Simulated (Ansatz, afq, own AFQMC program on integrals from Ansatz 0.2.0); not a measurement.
# GeH+ (singlet): AFQMC on the coupled-cluster ladder at distance Ge1–H2 = 2.196 Å, cc-pVTZ, part 2 of 2

Ansatz 0.2.0, Gaussian basis, and an in-house AFQMC program (afq) on its integrals; all values are calculated; cc-pVTZ, frozen cores. Earlier steps stand in the parts before.

## Step 13: UHF

in.yaml

```yaml
crystal:
  periodic: [false, false, false]
  atoms:
    - {symbol: Ge, position_ang: [0.000000, 0.000000, 0.000000]}
    - {symbol: H, position_ang: [0.000000, 0.000000, 2.196000]}
basis:
  gaussian: {orbitals: cc-pVTZ}
total_charge: 1
magnetization: {spin_polarized: true, initial_magnetization: 0}
hamiltonian: {xc: hf}
output: {orbitals: {seedname: orbitals}}
```

The run is started by

```sh
> ansatz run in.yaml --threads 1 --pin off --events-out ev --progress --plain --max-ram 1382MiB
```

The log of the run:

```text
Functional definition: HF
  name "HF"
  cite "Fock, Z. Phys. 61, 126 (1930) doi:10.1007/BF01340294"
  parent pbe
  exchange = exact_x
  correlation = 0
357 factors; integrals over basis functions are off by at most 1.2e-3 eV
mean field evaluation 1: about -56479.5092 eV, gradient 6.9e0 eV
mean field evaluation 2: about -56479.5079 eV, gradient 6.9e0 eV
mean field evaluation 4: about -56480.1797 eV, gradient 5.2e-1 eV
mean field evaluation 8: about -56480.1827 eV, gradient 3.3e-4 eV
mean field evaluation 16: about -56480.2950 eV, gradient 1.9e-2 eV
mean field evaluation 32: about -56480.2915 eV, gradient 1.6e-1 eV
mean field evaluation 64: about -56479.6087 eV, gradient 2.7e0 eV
mean field -56480.29499194 eV, -2075.6125572349 hartree, gradient 9.6e-6 eV, S^2 0.354247; 4 other end points of the search recorded, 0 dependent functions left out
reference -56480.29499194 eV, -2075.6125572349 hartree; 16, 16 occupied and 41, 41 virtual orbitals, 357 factors
Total energy: -56480.29499194 eV, -2075.6125572349 hartree
```

Wall time 1.2 s (1 thread of Arm Neoverse V1, shared host).

From the report: ⟨S²⟩ of the determinant 0.354 (pure singlet: 0.00).

## Step 14: CCSD(T) on UHF

in.yaml: that of step 13 with these lines changed.

```diff
@@ -9,3 +9,2 @@
 magnetization: {spin_polarized: true, initial_magnetization: 0}
-hamiltonian: {xc: hf}
-output: {orbitals: {seedname: orbitals}}
+correlation: {method: ccsd_t, electrons: outside_noble_gas, hamiltonian_folder: ham}
```

The command is unchanged.

The log of the run, cut to the lines that bear on the results:

```text
Functional definition: HF
  name "HF"
  cite "Fock, Z. Phys. 61, 126 (1930) doi:10.1007/BF01340294"
  parent pbe
[...]
357 factors; integrals over basis functions are off by at most 1.2e-3 eV
[...]
mean field -56480.29499194 eV, -2075.6125572349 hartree, gradient 1.6e-6 eV, S^2 0.354247; 12 other end points of the search recorded, 0 dependent functions left out
determinant -56480.29499194 eV, -2075.6125572349 hartree, with singles and doubles -56482.80901780 eV, -2075.7049459812 hartree
determinant -56479.73233565 eV, -2075.5918799975 hartree, with singles and doubles -56481.28548018 eV, -2075.6489570063 hartree
determinant -56480.18272229 eV, -2075.6084314012 hartree, with singles and doubles -56482.86997845 eV, -2075.7071862439 hartree
14 core orbitals not correlated: weight in the atoms' cores, before any rotation towards them, 1.000 or more for the frozen orbitals, at most 0.000 for the correlated occupied ones
reference -56480.29499194 eV, -2075.6125572349 hartree; 2, 2 occupied and 41, 41 virtual orbitals, 357 factors
second order -1.52471325 eV of doubles, -0.00000000 eV of singles
cycle   1  -2.44595495 eV  change   -1.0e-1 eV  update   2.7e-2
[...]
cycle  11  -2.47182581 eV  change   -3.0e-6 eV  update   1.6e-6
perturbative correction -0.07425803 eV, -0.0027289324 hartree
Total energy: -56482.84107578 eV, -2075.7061240903 hartree
```

Run time: 4.8 s. Hardware: 1 thread of Arm Neoverse V1, shared host.

From the report: ⟨S²⟩ of the determinant 0.354 (pure singlet: 0.00); correlation -2.5461 eV; T1 0.112; largest double amplitude 0.22.

This run also writes the integrals to the folder ham.

## Step 15: CCSDT(Q) on UHF

in.yaml: that of step 14 with these lines changed.

```diff
@@ -9,2 +9,2 @@
 magnetization: {spin_polarized: true, initial_magnetization: 0}
-correlation: {method: ccsd_t, electrons: outside_noble_gas, hamiltonian_folder: ham}
+correlation: {method: ccsdt_q, electrons: outside_noble_gas}
```

Same command.

The log of the run, cut to the lines that bear on the results:

```text
Functional definition: HF
  name "HF"
  cite "Fock, Z. Phys. 61, 126 (1930) doi:10.1007/BF01340294"
  parent pbe
[...]
577 factors; integrals over basis functions are off by at most 2.0e-7 eV
[...]
mean field -56480.29499257 eV, -2075.6125572578 hartree, gradient 1.9e-6 eV, S^2 0.354249; 12 other end points of the search recorded, 0 dependent functions left out
determinant -56480.29499257 eV, -2075.6125572578 hartree, with singles and doubles -56482.80903091 eV, -2075.7049464628 hartree
determinant -56479.73233886 eV, -2075.5918801156 hartree, with singles and doubles -56481.28548816 eV, -2075.6489572994 hartree
determinant -56480.18272143 eV, -2075.6084313698 hartree, with singles and doubles -56482.86999830 eV, -2075.7071869730 hartree
14 core orbitals not correlated: weight in the atoms' cores, before any rotation towards them, 1.000 or more for the frozen orbitals, at most 0.000 for the correlated occupied ones
reference -56480.29499257 eV, -2075.6125572578 hartree; 2, 2 occupied and 41, 41 virtual orbitals, 577 factors
second order -1.52472804 eV of doubles, -0.00000000 eV of singles
cycle   1  -1.88229666 eV  change   -3.6e-1 eV  update   7.8e-2
[...]
cycle  17  -2.56800008 eV  change    7.8e-8 eV  update   6.9e-8
perturbative correction -0.00283000 eV, -0.0001040004 hartree
Total energy: -56482.86582265 eV, -2075.7070335207 hartree
```

It took 10 s on 1 thread of Arm Neoverse V1, shared host.

From the report: ⟨S²⟩ of the determinant 0.354 (pure singlet: 0.00); correlation -2.5708 eV; T1 0.119; largest double amplitude 0.24.

## Step 16: Phaseless AFQMC, CISD trial on UHF

It reads the integrals that the CCSD(T) run on this determinant wrote.

The run is started by

```sh
> afq ham --method phaseless --trial cisd --walkers 60 --populations 1 --least-time 40 --time-step 0.005 --steps-per-block 50 --equilibration-blocks 40 --max-blocks 300 --target-error 0.00048 --factor-cut 1e-05 --start spin_pure --seed 3679 --release-times 0.24,0.5,1,1.5 --release-step 0.02 --release-every 4 --taylor-order 6
```

The log of the run:

```text
orbitals 43  electrons 2 2  factors 292 of 357
reference energy -2075.61255723 Eh
CCSD correlation -0.09083773 Eh in 11 cycles, weight of the determinant in the CISD state 0.7932
energy of the start -2075.697609 Eh
 block  time / (1/Eh)  mean weight  energy / Eh
     1     0.250  0.9997  -2075.699510
     2     0.500  0.9994  -2075.700965
     3     0.750  0.9997  -2075.701536
     4     1.000  1.0006  -2075.702619
     5     1.250  0.9994  -2075.702847
     6     1.500  1.0002  -2075.703726
     7     1.750  0.9990  -2075.703212
     8     2.000  1.0000  -2075.704406
     9     2.250  1.0009  -2075.704374
    10     2.500  1.0008  -2075.705114
    11     2.750  0.9993  -2075.707802
    16     4.000  0.9998  -2075.708011
    21     5.250  0.9991  -2075.709712
    26     6.500  0.9986  -2075.705014
    31     7.750  1.0001  -2075.707626
    36     9.000  1.0002  -2075.706826
    41    10.250  1.0006  -2075.708174
    46    11.500  0.9999  -2075.707562
    51    12.750  0.9998  -2075.708953
    56    14.000  1.0004  -2075.709023
    61    15.250  1.0002  -2075.710037
    66    16.500  1.0007  -2075.707844
    71    17.750  0.9984  -2075.709616
    76    19.000  1.0007  -2075.708308
    81    20.250  0.9999  -2075.707867
    86    21.500  1.0008  -2075.707710
    91    22.750  1.0006  -2075.706301
    96    24.000  1.0012  -2075.705605
   101    25.250  1.0005  -2075.704963
   106    26.500  0.9973  -2075.711370
   111    27.750  1.0006  -2075.706887
   116    29.000  1.0006  -2075.707151
   121    30.250  0.9994  -2075.708503
   126    31.500  0.9992  -2075.705219
   131    32.750  1.0008  -2075.705714
   136    34.000  0.9994  -2075.705212
   141    35.250  1.0011  -2075.707563
   146    36.500  1.0003  -2075.707040
   151    37.750  0.9996  -2075.706679
   156    39.000  1.0010  -2075.704289
   161    40.250  0.9995  -2075.703377
   166    41.500  1.0001  -2075.705107
   171    42.750  1.0009  -2075.703454
   176    44.000  0.9988  -2075.706215
   181    45.250  1.0000  -2075.705827
   186    46.500  0.9996  -2075.706782
   191    47.750  1.0006  -2075.708402
   196    49.000  1.0003  -2075.705815
blocks merged  error / Eh  count
     1  0.000146  160
     2  0.000184  80
     4  0.000227  40
     8  0.000283  20
    16  0.000356  10
released: time / (1/Eh)  energy / Eh  error  mean overlap
  0.24  -2075.707334  0.000320  0.9875
  0.50  -2075.707576  0.000275  0.9857
  1.00  -2075.707383  0.000335  0.9766
  1.50  -2075.707262  0.000287  0.9729
energy -2075.706729 +/- 0.000283 Eh
```

Run time: 3.2 min. Hardware: 1 thread of Arm Neoverse V1, shared host.

Energy -56482.8575 ± 0.0077 eV. Caveats: constraint bias not in the error. The error still grows with block length (0.0062 to 0.0097 eV), so the bar may be too small.

## Step 17: Phaseless AFQMC, single-determinant trial on UHF

It reads the integrals that the CCSD(T) run on this determinant wrote.

The run is started by

```sh
> afq ham --method phaseless --trial hf --walkers 120 --populations 1 --least-time 40 --time-step 0.005 --steps-per-block 20 --equilibration-blocks 160 --max-blocks 600 --target-error 0.00144 --factor-cut 1e-05 --start spin_pure --seed 359 --taylor-order 6
```

The log of the run:

```text
orbitals 43  electrons 2 2  factors 292 of 357
reference energy -2075.61255723 Eh
CCSD correlation -0.09083773 Eh in 11 cycles, weight of the determinant in the CISD state 0.7932
energy of the start -2075.621803 Eh
 block  time / (1/Eh)  mean weight  energy / Eh
     1     0.100  0.9997  -2075.633276
     2     0.200  0.9999  -2075.642579
     3     0.300  1.0008  -2075.650904
     4     0.400  0.9998  -2075.657327
     5     0.500  1.0007  -2075.662015
     6     0.600  1.0005  -2075.668455
     7     0.700  1.0000  -2075.671782
     8     0.800  1.0014  -2075.674600
     9     0.900  1.0001  -2075.675107
    10     1.000  1.0003  -2075.679323
    15     1.500  0.9998  -2075.686482
    29     2.900  0.9991  -2075.715846
    43     4.300  0.9998  -2075.701003
    57     5.700  1.0008  -2075.700066
    71     7.100  1.0001  -2075.718674
    85     8.500  1.0002  -2075.711864
    99     9.900  0.9990  -2075.716425
   113    11.300  0.9989  -2075.711403
   127    12.700  1.0005  -2075.713470
   141    14.100  0.9989  -2075.704907
   155    15.500  0.9989  -2075.698775
   169    16.900  0.9994  -2075.694031
   183    18.300  0.9999  -2075.706293
   197    19.700  0.9922  -2075.711447
   211    21.100  1.0001  -2075.698257
   225    22.500  0.9976  -2075.732611
   239    23.900  0.9986  -2075.694099
   253    25.300  1.0004  -2075.718675
   267    26.700  0.9999  -2075.714989
   281    28.100  1.0014  -2075.708360
   295    29.500  0.9997  -2075.694502
   309    30.900  0.9995  -2075.705343
   323    32.300  1.0007  -2075.700378
   337    33.700  0.9996  -2075.701001
   351    35.100  1.0005  -2075.705570
   365    36.500  0.9999  -2075.727125
   379    37.900  1.0003  -2075.709950
   393    39.300  1.0001  -2075.707925
   407    40.700  0.9997  -2075.702422
   421    42.100  0.9990  -2075.713309
   435    43.500  1.0004  -2075.690961
   449    44.900  0.9995  -2075.695097
   463    46.300  0.9992  -2075.715839
   477    47.700  0.9995  -2075.705661
   491    49.100  0.9995  -2075.708839
   505    50.500  0.9997  -2075.699582
   519    51.900  0.9996  -2075.706174
   533    53.300  1.0002  -2075.705571
   547    54.700  1.0004  -2075.705267
blocks merged  error / Eh  count
     1  0.000402  400
     2  0.000537  200
     4  0.000718  100
     8  0.000928  50
    16  0.001135  25
    32  0.001264  12
energy -2075.704363 +/- 0.001135 Eh
```

It took 3.1 min on 1 thread of Arm Neoverse V1, shared host.

Energy -56482.7931 ± 0.0309 eV. Caveats: constraint bias not in the error.

## Step 18: AFQMC on the ladder

On the RHF determinant, counted from full CI (exact for this spin and basis):

```
                                                             level  energy (eV)  from full CI (kcal/mol)  statistical error (kcal/mol)   time
                                                                HF  -56480.1827                   +61.94                                     
                                                               MP2  -56482.0814                   +18.16                                     
                                                              CCSD  -56482.7881                    +1.86                                     
                                                           CCSD(T)  -56482.8514                    +0.40                                     
                                                          CCSDT(Q)  -56482.8683                    +0.01                                     
                                                           full CI  -56482.8688                     0.00                                     
               Phaseless AFQMC, CISD trial, step 0.005, 60 walkers  -56482.8582                    +0.24                          0.18   98 s
Phaseless AFQMC, single-determinant trial, step 0.005, 120 walkers  -56482.7562                    +2.60                          0.88  2 min
```

The full CI on restricted orbitals is not used as the yardstick for these unrestricted rows.

On the UHF determinant, counted from CCSDT(Q) (a yardstick, not exact):

```
                                                             level  energy (eV)  from CCSDT(Q) (kcal/mol)  statistical error (kcal/mol)     time
                                                                HF  -56480.2950                    +59.28                                       
                                                               MP2  -56481.8197                    +24.12                                       
                                                              CCSD  -56482.7668                     +2.28                                       
                                                           CCSD(T)  -56482.8411                     +0.57                                       
                                                          CCSDT(Q)  -56482.8658                      0.00                                       
               Phaseless AFQMC, CISD trial, step 0.005, 60 walkers  -56482.8575                     +0.19                          0.18  3.2 min
Phaseless AFQMC, single-determinant trial, step 0.005, 120 walkers  -56482.7931                     +1.68                          0.71  3.1 min
```

The functionals' totals stand on their own zeros and serve differences with other points: PBE -56515.858 eV; r2SCAN -56523.764 eV; PBE0 -56517.119 eV; B3LYP -56525.796 eV; wB97M-V -56521.197 eV; B2PLYP -56513.229 eV.

## Step 19: What came out

The summary covers parts 1 to 2.

```
                                                      quantity                  value
                                   CCSD(T) on RHF from full CI         +0.40 kcal/mol
               Phaseless AFQMC, CISD trial on RHF from full CI  +0.24 ± 0.18 kcal/mol
 Phaseless AFQMC, single-determinant trial on RHF from full CI  +2.60 ± 0.88 kcal/mol
                                  CCSD(T) on UHF from CCSDT(Q)         +0.57 kcal/mol
              Phaseless AFQMC, CISD trial on UHF from CCSDT(Q)  +0.19 ± 0.18 kcal/mol
Phaseless AFQMC, single-determinant trial on UHF from CCSDT(Q)  +1.68 ± 0.71 kcal/mol
```

**Reading.** On RHF the phaseless walk with the CISD trial lies +0.24 kcal/mol from full CI, within three error bars. On UHF the phaseless walk with the CISD trial lies +0.19 kcal/mol from CCSDT(Q), within three error bars. Error bars are statistical and leave out the constraint, the time step and what remains of the start.
